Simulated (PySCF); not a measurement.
# [Lu(N2)]3+: other functionals and bases at one geometry

The task here is to estimate one member of a computed series from the others.

Computed with PySCF 2.14.0. Level: several levels, as the steps say, no spin–orbit coupling.

2 further runs of the same task are left out: 2 for a known fault of the program.

## Where the work starts

3 atoms, charge 3, spin multiplicity 1.

Bond lengths: Lu1–N2 2.304 Å, N2–N3 1.124 Å. Angles: Lu1–N2–N3 180.0°.

Geometry (Å):

```
Lu    0.00000    0.00000   -0.36350
N     0.00000    0.00000    1.94034
N     0.00000    0.00000    3.06477
```

Formal oxidation states: Lu +3. Each metal's 14 4f electrons lie in its core potential, so multiplicities, spins and levels count the valence alone. An earlier session relaxed this geometry at PBE, Lu lcecp-1-SVP with ECP60, N def2-SVP (singlet, point group C∞v).

At PBE on the finer grid: E = -147.845752 Eh, HOMO -26.76 eV, LUMO -22.70 eV, Mulliken charge on Lu1 +2.60 e, largest force component 0.009 eV/Å. 

Levels to run: PBE0; BP86; CAM-B3LYP; revPBE; PBE, TZVP. Hardware: 2 threads of AMD EPYC (Zen 3), shared host.

Set-up of the first run:

Input file run.py (the lines that set the calculation):

```python
mol = gto.M(atom='''
Lu     0.00000     0.00000    -0.36350
N      0.00000     0.00000     1.94034
N      0.00000     0.00000     3.06477''',
    basis={'Lu': 'lcecp-1-SVP', 'N': 'def2-SVP'},
    ecp={'Lu': 'lcecp-1-SVP'},
    charge=3, spin=0)
mf = dft.RKS(mol, xc='PBE0')
mf.grids.atom_grid = (75, 302)  # f atoms: unpruned, at least (60, 302)
mf = mf.density_fit()  # fitting sets: Lu AutoAux, N def2-universal-JKFIT
mf.conv_tol = 1e-08; mf.max_cycle = 55
mf.kernel(dm0)  # dm0: the density of the relaxed state
```

Run with:

```sh
OMP_NUM_THREADS=2 python run.py
```

Among the steps run: PBE0; BP86; CAM-B3LYP; revPBE; PBE, TZVP.

One of the session's tables, all rows but one given; the rest of the session is left out.

| level | HOMO (eV) | gap (eV) | charge on Lu1 (e) | dipole (D) | largest force component (eV/Å) |
| --- | --- | --- | --- | --- | --- |
| PBE (relaxed here) | -26.76 | 4.05 | 2.60 | 0.01 | 0.01 |
| PBE0 | -28.64 | 7.07 | 2.66 | 0.38 | 2.35 |
| BP86 | ? | ? | ? | ? | ? |
| CAM-B3LYP | -30.16 | 9.45 | 2.65 | 0.49 | 2.69 |
| revPBE | -26.72 | 4.11 | 2.61 | 0.02 | 0.30 |
| PBE, TZVP | -26.83 | 4.09 | 2.68 | 0.09 | 1.08 |

Q: Estimate the row for BP86 from the others.

**Answer.** HOMO (eV): -26.87; gap (eV): 4.19; charge on Lu1 (e): 2.61; dipole (D): 0.05; largest force component (eV/Å): 0.11. In the column «HOMO (eV)» it lies between PBE0 (-28.64) and PBE, TZVP (-26.83).

The dipole of a charged species depends on the origin, so these sizes hold for this origin alone.

In one basis the HOMO–LUMO gap runs from 4.05 eV (PBE) to 9.45 eV (CAM-B3LYP). The largest leftover force, 2.69 eV/Å with CAM-B3LYP, stands at a geometry relaxed at another level. With 4f in the core, its levels are missing from HOMO and gap, and its count is fixed, so no charge can pass from the ligands into it. Total energies of different levels can't be compared.
